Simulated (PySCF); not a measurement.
**GeH3−: geometry, NMR shifts, spin-spin couplings and electronic excitations**

Wanted: the NMR shifts, spin-spin couplings and electronic excitations of GeH3− (`[GeH3-]`), by calculation.

Computed with PySCF 2.14.0, with density-fitted response routines of our own, on a single molecule in the gas phase. Atoms count from 0, in the outputs and in this text.

1 further run of the same task is left out (it didn't finish).

**1. The starting structure**

4 atoms, charge -1, multiplicity 1; geometry from: GFN2-xTB. The atoms were then displaced at random by about 0.03 Å, so the start is not that level's minimum.

Bonds of the start (Å): Ge0–H1 1.77, Ge0–H2 1.87, Ge0–H3 1.79.

**2. Geometry optimisation at PBE0-D3(BJ)/def2-SVP**

Job settings and geometry (Å):

```
{"job": {"xc": "PBE0", "basis": "def2-SVP", "d3": "d3bj", "grid": 1, "shake": 0.03, "kind": "geom"}, "charge": -1, "multiplicity": 1}
Ge     0.075150    -0.091620     0.768350
H     -0.868710    -1.144630    -0.289540
H     -0.618910     1.304250    -0.259240
H      1.516230    -0.148890    -0.295750
```

Launch:

```bash
> OMP_NUM_THREADS=1 python probes_run.py task.json out
```

One launch serves the whole session: the jobs run in the order shown.

Standard output:

```text
step   0  E = -2078.24598703  max force = 0.050325
step   1  E = -2078.26174457  max force = 0.018874
step   2  E = -2078.26327828  max force = 0.012744
step   3  E = -2078.26423272  max force = 0.002114
step   4  E = -2078.26426887  max force = 0.000301
step   5  E = -2078.26426938  max force = 0.000030
optimisation converged
```

It took 6 s on 1 thread of Arm Neoverse N1, shared host; peak memory 0.24 GiB.

Along the way:

```tsv
step	energy from step 0 (eV)	largest force component (eV/Å)
0	0.0000	2.5878
1	-0.4288	0.9705
2	-0.4705	0.6553
3	-0.4965	0.1087
4	-0.4975	0.0155
5	-0.4975	0.0015
```

Distances of close pairs at the start and the end, largest changes first:

```tsv
bond	before (Å)	after (Å)	change (Å)
Ge0–H2	1.867	1.619	-0.248
Ge0–H3	1.792	1.619	-0.173
Ge0–H1	1.766	1.619	-0.147
```

The next job starts from the end point, and lists it.

```tsv
at the end point	value
point group (found at 0.08 Å tolerance)	C3v
rotational constants (GHz, main isotopes)	99.429, 99.382, 91.930
```

**3. NMR shieldings: PBE0/pcSseg-1**

Job settings and geometry (Å):

```
{"job": {"kind": "nmr", "xc": "PBE0", "basis": "pcSseg-1"}, "charge": -1, "multiplicity": 1}
Ge     0.038443    -0.039247     0.653057
H     -0.768287    -1.106117    -0.259698
H     -0.529430     1.216020    -0.197826
H      1.363034    -0.151546    -0.271713
```

Level: GIAO PBE0/pcSseg-1 NMR shielding, non-relativistic, gas phase.

Standard output:

```text
coarse grid: 14832 points
cycle   1  E = -2078.2745946048  dE = -9.558e-01  |g| = 7.332e-01  |ddm| = 1.746e+00
cycle   2  E = -2078.2906817184  dE = -1.609e-02  |g| = 5.595e-01  |ddm| = 7.644e-01
cycle   3  E = -2078.3083584488  dE = -1.768e-02  |g| = 8.426e-02  |ddm| = 2.209e-01
cycle   4  E = -2078.3091484673  dE = -7.900e-04  |g| = 1.716e-02  |ddm| = 1.423e-01
cycle   5  E = -2078.3092182573  dE = -6.979e-05  |g| = 1.051e-03  |ddm| = 3.837e-02
cycle   6  E = -2078.3092187213  dE = -4.640e-07  |g| = 2.806e-04  |ddm| = 3.030e-03
final grid: 29160 points
cycle   7  E = -2078.3092293396  dE = -2.756e-08  |g| = 1.968e-04  |ddm| = 9.972e-04
cycle   8  E = -2078.3092293481  dE = -8.442e-09  |g| = 1.514e-04  |ddm| = 7.000e-04
cycle   9  E = -2078.3092293568  dE = -8.730e-09  |g| = 3.650e-05  |ddm| = 3.023e-04
cycle  10  E = -2078.3092293569  dE = -1.269e-10  |g| = 2.253e-06  |ddm| = 2.881e-05
converged SCF energy = -2078.3092293569

GIAO shielding tensors (ppm)
atom      isotropic    diamagn.    paramagn.     s11        s22        s33       span
  0 Ge    1896.753    2755.099    -858.346   1870.697   1909.734   1909.827     39.130
  1 H       29.868      29.262       0.606     24.200     25.959     39.445     15.245
  2 H       29.868      29.256       0.612     24.199     25.958     39.448     15.249
  3 H       29.868      29.266       0.602     24.199     25.958     39.447     15.248
```

Wall time 3.1 s (1 thread of Arm Neoverse N1, shared host); peak memory 0.26 GiB.

Shifts follow as δ = σ(reference) − σ, with reference shieldings (ppm) from runs at the same level and on the same kind of geometry: 1H TMS 31.27, 73Ge GeMe4 1330. The references are single molecules in the gas phase. Atoms listed in one row are averaged.

```tsv
atoms	environment	σ (ppm)	δ (ppm)
H1, H2, H3	hydrogen on a germanium	29.87	1.40
Ge0	germanium bonded to 3 H	1897	-566
```

Charges from the same density, by scheme (e):

```tsv
atoms	Mulliken	IAO	Hirshfeld	ESP fit
Ge0	-0.40	-0.51	-0.39	-0.74
```

**4. Indirect couplings: B3LYP/pcSseg-1+pcJ-1**

Job settings and geometry (Å):

```
{"job": {"kind": "j", "xc": "B3LYP", "basis": "pcJ-1"}, "charge": -1, "multiplicity": 1}
Ge     0.038443    -0.039247     0.653057
H     -0.768287    -1.106117    -0.259698
H     -0.529430     1.216020    -0.197826
H      1.363034    -0.151546    -0.271713
```

Level: B3LYP/pcJ-1 Ge:pcSseg-1 indirect spin-spin coupling, non-relativistic, gas phase.

Standard output:

```text
coarse grid: 14832 points
cycle   1  E = -2078.6013138127  dE = -9.397e-01  |g| = 7.945e-01  |ddm| = 1.649e+00
cycle   2  E = -2078.6149238883  dE = -1.361e-02  |g| = 6.556e-01  |ddm| = 8.256e-01
cycle   3  E = -2078.6400035685  dE = -2.508e-02  |g| = 9.108e-02  |ddm| = 2.632e-01
cycle   4  E = -2078.6409723913  dE = -9.688e-04  |g| = 2.021e-02  |ddm| = 1.795e-01
cycle   5  E = -2078.6410837227  dE = -1.113e-04  |g| = 1.242e-03  |ddm| = 5.201e-02
cycle   6  E = -2078.6410843773  dE = -6.546e-07  |g| = 3.092e-04  |ddm| = 3.269e-03
final grid: 29160 points
cycle   7  E = -2078.6410923513  dE = -3.007e-08  |g| = 2.267e-04  |ddm| = 1.111e-03
cycle   8  E = -2078.6410923616  dE = -1.024e-08  |g| = 1.702e-04  |ddm| = 7.958e-04
cycle   9  E = -2078.6410923748  dE = -1.321e-08  |g| = 3.104e-05  |ddm| = 3.775e-04
cycle  10  E = -2078.6410923749  dE = -1.455e-10  |g| = 2.929e-06  |ddm| = 3.820e-05
converged SCF energy = -2078.6410923749

Indirect spin-spin couplings (Hz)
  i      j    bonds     total        FC       PSO       DSO        SD
  1 H    2 H    2     -8.538    -8.085     0.555    -1.072     0.063
  1 H    3 H    2     -8.533    -8.079     0.556    -1.073     0.063
  2 H    3 H    2     -8.528    -8.070     0.557    -1.079     0.063
```

Wall time 3.6 s (1 thread of Arm Neoverse N1, shared host); peak memory 0.28 GiB.

A choice of the couplings up to four bonds, sorted by the number of bonds, with means over like pairs; isotopes 1H:

```tsv
pair	bonds	J (Hz)	Fermi contact (Hz)
H1–H2	2	-8.5	-8.1
```

The response was solved for the nuclei of H alone, so couplings that need other nuclei can be missing.

Quadrupole couplings from the field gradients of the same density:

```tsv
atom	isotope	eQq/h (MHz)	η
Ge0	73Ge	76.1	0.00
```

Shifts (PBE0/pcSseg-1, unscaled) and these couplings together give the proton spectrum at 600 MHz below.

1H NMR δ 1.40 (s, 3H).

**5. Excited states and response: CAM-B3LYP/def2-SVPD**

Job settings and geometry (Å):

```
{"job": {"kind": "uv", "xc": "CAM-B3LYP", "basis": "def2-SVPD", "ip": true}, "charge": -1, "multiplicity": 1}
Ge     0.038443    -0.039247     0.653057
H     -0.768287    -1.106117    -0.259698
H     -0.529430     1.216020    -0.197826
H      1.363034    -0.151546    -0.271713
```

With the program's defaults for keys left out, this is: TDDFT CAM-B3LYP/def2-SVPD, vertical, gas phase, core orbitals frozen in the response.

Standard output:

```text
coarse grid: 14832 points
cycle   1  E = -2078.6339039409  dE = -9.376e-01  |g| = 2.878e-01  |ddm| = 1.514e+00
cycle   2  E = -2078.6501518501  dE = -1.625e-02  |g| = 1.858e-01  |ddm| = 2.453e+00
cycle   3  E = -2078.6532339689  dE = -3.082e-03  |g| = 2.821e-02  |ddm| = 1.332e-01
cycle   4  E = -2078.6533925145  dE = -1.585e-04  |g| = 7.482e-03  |ddm| = 1.540e-01
cycle   5  E = -2078.6534141941  dE = -2.168e-05  |g| = 1.257e-03  |ddm| = 1.526e-01
cycle   6  E = -2078.6534162624  dE = -2.068e-06  |g| = 3.275e-04  |ddm| = 4.469e-02
final grid: 29160 points
cycle   7  E = -2078.6534130179  dE = -1.776e-07  |g| = 1.790e-04  |ddm| = 1.350e-02
cycle   8  E = -2078.6534130503  dE = -3.238e-08  |g| = 1.168e-04  |ddm| = 3.965e-03
cycle   9  E = -2078.6534130565  dE = -6.248e-09  |g| = 4.828e-05  |ddm| = 1.585e-03
cycle  10  E = -2078.6534130586  dE = -2.142e-09  |g| = 1.601e-05  |ddm| = 1.313e-03
cycle  11  E = -2078.6534130591  dE = -4.420e-10  |g| = 7.622e-07  |ddm| = 8.003e-04
converged SCF energy = -2078.6534130591

Static polarisability (au): isotropic 62.170, principal 58.797 58.804 68.908

Singlet excitations
state   eV       nm        f      main configurations
  1   3.6851    336.4   0.13728   H->L 0.99
  2   5.1368    241.4   0.10291   H->L+1 0.94
  3   5.1378    241.3   0.10307   H->L+2 0.94
  4   6.3208    196.2   0.00026   H->L+5 0.59, H-1->L 0.34
  5   6.3211    196.1   0.00045   H->L+4 0.60, H-2->L 0.33
  6   6.4168    193.2   0.24264   H-1->L 0.64, H->L+5 0.31
  7   6.4178    193.2   0.24239   H-2->L 0.65, H->L+4 0.30
  8   6.5333    189.8   0.23828   H->L+3 0.94
  9   7.3615    168.4   0.00000   H-1->L+2 0.48, H-2->L+1 0.48
 10   7.7548    159.9   0.04921   H->L+6 0.59, H-1->L+1 0.20, H-2->L+2 0.19

Triplet excitations (Tamm-Dancoff, eV): 3.4374 4.1666 4.1674 5.9826
Vertical ionisation energy (delta-SCF) = 2.1221 eV
```

Wall time 5.5 s (1 thread of Arm Neoverse N1, shared host); peak memory 0.28 GiB.

Frontier orbitals and where they lie:

```tsv
orbital	eV	atoms
HOMO−3	-9.84	Ge0 50 %, H1 17 %, H2 17 %
HOMO−2	-3.76	Ge0 44 %, H3 27 %, H2 26 %
HOMO−1	-3.76	Ge0 44 %, H1 34 %, H2 12 %
HOMO	-1.07	Ge0 69 %, H3 10 %, H2 10 %
LUMO	5.46	Ge0 82 %, H3 6 %, H2 6 %
LUMO+1	7.14	Ge0 77 %, H1 11 %, H3 6 %
LUMO+2	7.14	Ge0 77 %, H2 9 %, H3 9 %
```

With each of the 10 states as a Gaussian band of 0.4 eV half-width at 1/e, the curve within the window shown has maxima at 337 nm (ε 5,600), 241 nm (ε 8,300), 192 nm (ε 29,000), 160 nm (ε 2,000) L/(mol cm). Beyond the last state computed it falls off for lack of states. The curve at chosen wavelengths:

```csv
nm,ε (L/mol/cm)
154,1135
164,1603
174,2057
184,17584
194,28134
203,14067
213,3018
223,2936
233,6737
243,8282
253,5901
263,2751
273,972
282,506
292,831
302,1844
312,3291
322,4677
332,5472
342,5439
352,4717
361,3762
371,2670
381,1747
391,1069
401,619
```

Ground-state properties from the same run:

```tsv
property	computed
polarisability (Å³)	9.21
HOMO–LUMO gap (eV)	6.53
−ε(HOMO) (eV)	1.07
```

**6. Shielding tensors: PBE0/pcSseg-2**

Job settings and geometry (Å):

```
{"job": {"kind": "nmr", "xc": "PBE0", "basis": "pcSseg-2", "pop": false}, "charge": -1, "multiplicity": 1}
Ge     0.038443    -0.039247     0.653057
H     -0.768287    -1.106117    -0.259698
H     -0.529430     1.216020    -0.197826
H      1.363034    -0.151546    -0.271713
```

With the program's defaults for keys left out, this is: GIAO PBE0/pcSseg-2 NMR shielding, non-relativistic, gas phase.

Standard output:

```text
coarse grid: 14832 points
cycle   1  E = -2078.5296224214  dE = -9.700e-01  |g| = 9.115e-01  |ddm| = 1.315e+00
cycle   2  E = -2078.5396555149  dE = -1.003e-02  |g| = 8.525e-01  |ddm| = 6.837e-01
cycle   3  E = -2078.5722419576  dE = -3.259e-02  |g| = 1.160e-01  |ddm| = 1.813e-01
cycle   4  E = -2078.5733459231  dE = -1.104e-03  |g| = 2.884e-02  |ddm| = 9.849e-02
cycle   5  E = -2078.5735319330  dE = -1.860e-04  |g| = 1.713e-03  |ddm| = 3.406e-02
cycle   6  E = -2078.5735330138  dE = -1.081e-06  |g| = 5.435e-04  |ddm| = 3.428e-03
final grid: 29160 points
cycle   7  E = -2078.5735380550  dE = -7.505e-08  |g| = 4.281e-04  |ddm| = 1.464e-03
cycle   8  E = -2078.5735380818  dE = -2.676e-08  |g| = 3.372e-04  |ddm| = 8.972e-04
cycle   9  E = -2078.5735381263  dE = -4.445e-08  |g| = 6.928e-05  |ddm| = 3.994e-04
cycle  10  E = -2078.5735381266  dE = -3.947e-10  |g| = 5.724e-06  |ddm| = 2.945e-05
converged SCF energy = -2078.5735381266

GIAO shielding tensors (ppm)
atom      isotropic    diamagn.    paramagn.     s11        s22        s33       span
  0 Ge    1926.478    2756.881    -830.403   1880.486   1949.430   1949.518     69.032
  1 H       29.801      30.013      -0.212     24.270     25.857     39.276     15.006
  2 H       29.801      30.013      -0.213     24.268     25.856     39.278     15.010
  3 H       29.800      30.012      -0.211     24.268     25.856     39.277     15.009
```

It took 4.3 s on 1 thread of Arm Neoverse N1, shared host; peak memory 0.38 GiB.

Key values: δ Ge0 -589, H1 1.44 ppm (means over like atoms).

**7. Comparing the runs: NMR shifts**

Shifts (ppm), means over like atoms, with basis size and wall time:

```tsv
run	H1	Ge0	functions	time
PBE0/pcSseg-1	1.40	-566	56	3.1 s
PBE0/pcSseg-2	1.44	-589	105	4.3 s
```

**8. Summary of results**

```
                                                              quantity                        value
                                                           point group                          C3v
                                  rotational constants (main isotopes)      99.43, 99.38, 91.93 GHz
1H shifts against TMS (PBE0/pcSseg-1, means over atoms taken as alike)                     1.40 ppm
                             73Ge shifts against GeMe4 (PBE0/pcSseg-1)                     -566 ppm
                  largest coupling of the table (B3LYP/pcSseg-1+pcJ-1)       2J(H,H) H1–H2, -8.5 Hz
                                  lowest singlet (CAM-B3LYP/def2-SVPD)  3.69 eV (336 nm), f = 0.137
                              brightest single state of those computed  state 6, 6.42 eV, f = 0.243
                                                        lowest triplet                      3.44 eV
                                     vertical ionisation energy (ΔSCF)                      2.12 eV
                                             range of the shift of Ge0             -589 to -566 ppm
```

At PBE0/pcSseg-1: Shielding is most anisotropic at Ge0 (span 39 ppm, paramagnetic term -858 ppm). In the run at B3LYP/pcSseg-1+pcJ-1, the largest coupling of the table is H1–H2 (mean over like pairs), -8.5 Hz, of which the Fermi-contact term gives -8.1 Hz. The lowest singlet, at 3.69 eV, is HOMO→LUMO 0.99 and is bright; of the 10 states computed, the strongest absorption comes from states 6 to 7 together at 6.42 eV. The lowest triplet lies 0.25 eV below the lowest singlet (triplets in Tamm-Dancoff, singlets in full TDDFT). In the gas-phase run even the lowest singlet lies above the computed detachment energy of this anion, so its states are not to be taken as bound. At CAM-B3LYP/def2-SVPD, all states lie near or above the ionisation energy, where they hang on the basis. Across the 2 runs the shift of Ge0 moves most, between -589 (PBE0/pcSseg-2) and -566 ppm (PBE0/pcSseg-1). Spin-orbit coupling is left out, which matters for shieldings and couplings at and beside the heavy atoms. At PBE0/pcSseg-1 the HOMO lies above zero (+0.22 eV), as often for anions in the gas phase: self-interaction error lifts it, or the electron is held by the finite basis alone; counter-ions and solvent are missing.
